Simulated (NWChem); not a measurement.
# AgF (SMILES [F][Ag]) at 3 levels

Wanted: a comparison of 3 runs (HF/STO-3G, HF/3-21G, MP3/def2-TZVP) of AgF. 

The results are computed with NWChem 7.3.0.

### 1 The structure to begin with

The species is AgF (2 atoms), meant as a singlet with charge 0. SMILES: `[F][Ag]`. The F1–Ag2 distance was set to 2.284 Å, away from the relaxed value.

Bond lengths: F1–Ag2 2.284 Å.

### 2 The energy at HF/STO-3G (run 1)

agf.nw reads:

```
start agf
title "AgF"
memory total 2200 mb
geometry units angstroms noautosym nocenter noautoz
F        1.113589      -0.425565       0.552672
Ag      -0.830500       0.274100      -0.421500
end
basis spherical bse
* library STO-3G
end
scf
thresh 1e-08
maxiter 80
print medium
end
task scf energy
```

Launch:

```bash
$ nwchem agf.nw > agf.out
```

What it wrote:

```text
[...]
  functions       =    32
[...]
  wavefunction    = RHF
[...]
         Total SCF energy =  -5244.441061777874
      One-electron energy =  -7461.038433520770
      Two-electron energy =   2118.605853713027
 Nuclear repulsion energy =     97.991518029868
        Time for solution =      2.3s
[...]
```

Wall time 2.9 s (1 thread of AMD EPYC 9R14 (Zen 4), shared host); peak memory 0.098 GiB.

### 3 The energy at HF/3-21G (run 2)

geom.nw reads:

```
START geom
TITLE "AgF"
memory total 2200 mb
charge 0
GEOMETRY noautosym nocenter noautoz
F        1.113589      -0.425565       0.552672
Ag      -0.830500       0.274100      -0.421500
END
BASIS spherical bse
* library 3-21G
END
SCF
thresh 1e-08
maxiter 80
END
TASK scf energy
```

Launch:

```bash
$ nwchem geom.nw > geom.out
```

What it wrote:

```text
[...]
  functions       =    45
[...]
  wavefunction    = RHF
[...]
         Total SCF energy =  -5272.367736956507
      One-electron energy =  -7495.064471738892
      Two-electron energy =   2124.705216752517
 Nuclear repulsion energy =     97.991518029868
        Time for solution =      2.9s
[...]
```

Wall time 3.6 s (1 thread of AMD EPYC 9R14 (Zen 4), shared host); peak memory 0.099 GiB.

### 4 A single-point energy at MP3/def2-TZVP (core potential) (run 3)

agf.nw reads:

```
start agf
title "AgF"
memory total 2200 mb

geometry units angstroms noautosym nocenter noautoz
  F      1.113589    -0.425565     0.552672
  Ag    -0.830500     0.274100    -0.421500
end

basis spherical bse
  * library def2-TZVP
end

ecp bse
  Ag library def2-TZVP
end

scf
  singlet
  rhf
  thresh 1e-08
  maxiter 80
  print medium
end

tce
  scf
  mbpt3
  freeze core 1
  maxiter 60
end

task tce
```

Launch:

```bash
$ nwchem agf.nw > agf.out
```

What it wrote:

```text
[...]
  functions       =    71
[...]
  wavefunction    = RHF
[...]
         Total SCF energy =   -245.577581612360
      One-electron energy =   -481.484812091730
      Two-electron energy =    196.293638084317
 Nuclear repulsion energy =     39.613592395053
        Time for solution =      6.1s
[...]
         Wavefunction type : Restricted Hartree-Fock
          No. of electrons :    28
[...]
         Spin multiplicity : singlet
[...]
```

Wall time 15 s (1 thread of AMD EPYC 9R14 (Zen 4), shared host); peak memory 0.82 GiB.

### 5 All runs side by side

```csv
run,level,module,core potential,energy (Eh),dipole moment (D),HOMO energy (eV),LUMO energy (eV),wall time
1,HF/STO-3G,scf,–,-5244.441062,3.43,-6.15,3.58,2.9 s
2,HF/3-21G,scf,–,-5272.367737,8.22,-9.43,-0.47,3.6 s
3,MP3/def2-TZVP (core potential),tce,def2-TZVP,-246.257800,–,-11.42,-0.88,15 s
```

### 6 What came out

```
                                         quantity          value
                              run 3: total energy  -246.25780 Eh
       run 3: HOMO energy (Hartree–Fock orbitals)      -11.42 eV
       run 3: LUMO energy (Hartree–Fock orbitals)       -0.88 eV
     run 3: HOMO–LUMO gap (Hartree–Fock orbitals)       10.54 eV
run 3: correlation energy (1 core orbital frozen)     -680.2 mEh
```

What this shows: Some runs of one species differ in core potentials or relativity; totals across that change don't compare. In run 1 the basis is minimal, so the values are rough. In runs 1, 2 relativity is left out where basis or elements ask for it. All runs together took 21 s, the longest 15 s.
